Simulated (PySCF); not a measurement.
# [TbOF]+: other functionals and bases at one geometry

An exercise on one series of results from a longer session: the logs are not shown, and one member is left open.

Computed with PySCF 2.14.0. Level: several levels, as the steps say, no spin–orbit coupling.

1 further run of the same task is left out (for a known fault of the program).

### Where the work starts

3 atoms, charge 1, spin multiplicity 1.

Bond lengths: Tb1–O2 1.743 Å, Tb1–F3 1.914 Å. Angles: O2–Tb1–F3 103.4°.

Geometry (Å):

```xyz
3
charge 1, multiplicity 1
Tb    0.0228    0.0000   -0.3887
O     1.3766    0.0000    0.7099
F    -1.4949    0.0000    0.7771
```

Formal oxidation states: Tb +4. Each metal's 7 4f electrons lie in its core potential, so multiplicities, spins and levels count the valence alone. An earlier session relaxed this geometry at PBE0, Tb lcecp-2-SVP with ECP53, O def2-SVP, F def2-SVP (singlet, point group Cs).

At PBE0 on the finer grid: E = -217.917418 Eh, frontier levels not given, since the 4f levels lie in the core, Mulliken charge on Tb1 +1.56 e, largest force component 0.013 eV/Å. 

Levels to run: wB97X; M06-L; PBE0, TZVP. Hardware: 2 threads of Intel Xeon Platinum 8375C at 2.90GHz (Ice Lake), shared host.

Set-up of the first run:

The input, run.py (the lines that set the calculation):

```python
mol = gto.M(atom='''
Tb     0.02279     0.00000    -0.38870
O      1.37659     0.00000     0.70986
F     -1.49490     0.00000     0.77713''',
    basis={'Tb': 'lcecp-2-SVP', 'O': 'def2-SVP', 'F': 'def2-SVP'},
    ecp={'Tb': 'lcecp-2-SVP'},
    charge=1, spin=0)
mf = dft.RKS(mol, xc='WB97X')
mf.grids.atom_grid = (75, 302)  # f atoms: unpruned, at least (60, 302)
mf = mf.density_fit()  # fitting sets: Tb AutoAux, O def2-universal-JKFIT, F def2-universal-JKFIT
mf.conv_tol = 1e-08; mf.max_cycle = 55
mf.kernel(dm0)  # dm0: the density of the relaxed state
```

Started as:

```
$ OMP_NUM_THREADS=2 python run.py
```

Steps of the session up to this table: wB97X; M06-L; PBE0, TZVP.

One table of the session follows, with a row left open; its other results are not shown here.

| level | charge on Tb1 (e) | dipole (D) | largest force component (eV/Å) |
| --- | --- | --- | --- |
| PBE0 (relaxed here) | 1.56 | 6.34 | 0.01 |
| wB97X | 1.58 | 6.64 | 0.46 |
| M06-L | ? | ? | ? |
| PBE0, TZVP | 1.80 | 6.45 | 0.14 |

Q: Estimate the row for M06-L from the others.

As computed: charge on Tb1 (e): 1.60; dipole (D): 6.26; largest force component (eV/Å): 0.69. In the column «charge on Tb1 (e)» it lies between wB97X (1.58) and PBE0, TZVP (1.80).

The dipole of a charged species depends on the origin, so these sizes hold for this origin alone.

The largest leftover force, 0.69 eV/Å with M06-L, stands at a geometry relaxed at another level. With 4f in the core, its levels are missing from HOMO and gap, and its count is fixed, so no charge can pass from the ligands into it. Total energies of different levels can't be compared.
